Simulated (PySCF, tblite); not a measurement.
# Ge3H6O, a small gas-phase stand-in for a defect centre: NMR shifts, core binding energies and electronic excitations

What NMR shifts, core binding energies and electronic excitations should one expect for `[GeH3][O][Ge][GeH3]`? It is drawn as: twofold Ge.

Computed with tblite 0.8.0 and PySCF 2.14.0; each step states its level. No surroundings beyond the atoms listed, unless a continuum is named. Atoms count from 0, parts from 1.

## 1. The system as given

10 atoms, charge 0, multiplicity 1; geometry: distance geometry start.

## 2. Geometry optimisation with GFN2-xTB

Job settings and geometry (Å):

```
{"job": {"kind": "relax", "xc": "GFN2-xTB", "basis": "xTB"}, "charge": 0, "multiplicity": 1}
Ge     0.591286     1.139660     0.364349
Ge     2.335829    -0.397659    -0.018644
O     -0.832412     0.455420     1.165652
Ge    -2.264135     0.330769     0.127148
H      2.178677    -1.114455    -1.381633
H      2.418064    -1.495476     1.080499
H      3.683455     0.393000    -0.046827
H     -3.535245    -0.021671     0.935205
H     -2.556055     1.610410    -0.701360
H     -2.001753    -0.899596    -0.824984
```

Method: GFN2-xTB geometry optimisation, gas phase.

Started as:

```
$ OMP_NUM_THREADS=1 python cluster_run.py task.json out
```

One launch serves the whole session: the jobs run in the order shown.

**Question.** The jobs that follow are: PBE0-D3(BJ)/def2-SVP geometry optimisation, gas phase; GIAO PBE0/pcSseg-2 NMR shielding, non-relativistic, gas phase; delta-SCF UKS SCAN, pcX-2 on the ionised atom, pcseg-1 elsewhere, spin-free X2C; TDDFT CAM-B3LYP/def2-SVPD, vertical, gas phase, core orbitals frozen in the response. Predict: point group; rotational constants (main isotopes); ¹H shifts against TMS (PBE0/pcSseg-2); ⁷³Ge shifts against GeMe4 (PBE0/pcSseg-2); ¹⁷O shifts against H2O (PBE0/pcSseg-2); potential on the surface of density 0.002 e/bohr³, 1st and 99th percentile; O1s binding energies, SCAN/pcX-2; lowest singlet (CAM-B3LYP/def2-SVPD); brightest single state of those computed; lowest triplet; vertical ionisation energy (ΔSCF); vertical electron affinity (ΔSCF).

The runs gave:

| quantity | value |
| --- | --- |
| point group | Cs |
| rotational constants (main isotopes) | 1.98, 0.77, 0.56 GHz |
| ¹H shifts against TMS (PBE0/pcSseg-2) | 5.81, 5.66, 5.66, 3.59, 3.44, 3.43 ppm |
| ⁷³Ge shifts against GeMe4 (PBE0/pcSseg-2) | 1349, -77, -359 ppm |
| ¹⁷O shifts against H2O (PBE0/pcSseg-2) | 344.3 ppm |
| potential on the surface of density 0.002 e/bohr³, 1st and 99th percentile | -0.86 V and 1.83 V |
| O1s binding energies, SCAN/pcX-2 | O2 537.03 eV |
| lowest singlet (CAM-B3LYP/def2-SVPD) | 2.21 eV (561 nm), f = 0.002 |
| brightest single state of those computed | state 5, 5.78 eV, f = 0.492 |
| lowest triplet | 1.48 eV |
| vertical ionisation energy (ΔSCF) | 8.09 eV |
| vertical electron affinity (ΔSCF) | 0.90 eV |

In words: The start of the PBE0/def2-SVP relaxation was shaken at random by about 0.01 Å, so part of the energy gained, and of the first lengths quoted, undoes that. Over 7 steps the energy fell by 0.319 eV; of the close pairs, O2–Ge3 changed most, 1.715 to 1.789 Å (PBE0/def2-SVP). No frequency check was run at this level, so the end point may be a saddle. Hydrogens of an XH3 group are listed apart at this fixed geometry; free rotation makes them one line at their mean. At PBE0/pcSseg-2: Shielding is most anisotropic at Ge0 (span 3311 ppm, paramagnetic term -2768 ppm). At PBE0/pcSseg-2, counted by nearest atom on the grid, the HOMO lies on Ge0 48 %; Ge1 26 %, the LUMO on Ge0 77 %; O2 11 %. The lowest singlet, at 2.21 eV, is HOMO→LUMO 0.99 and is weak; of the 6 states computed, the strongest absorption comes from state 5 at 5.78 eV. The lowest triplet lies 0.73 eV below the lowest singlet (triplets in Tamm-Dancoff, singlets in full TDDFT). The orbital energy would give 7.31 eV for ionisation, ΔSCF gives 8.09 eV. Spin-orbit coupling is left out, which matters for shieldings and couplings at and beside the heavy atoms.
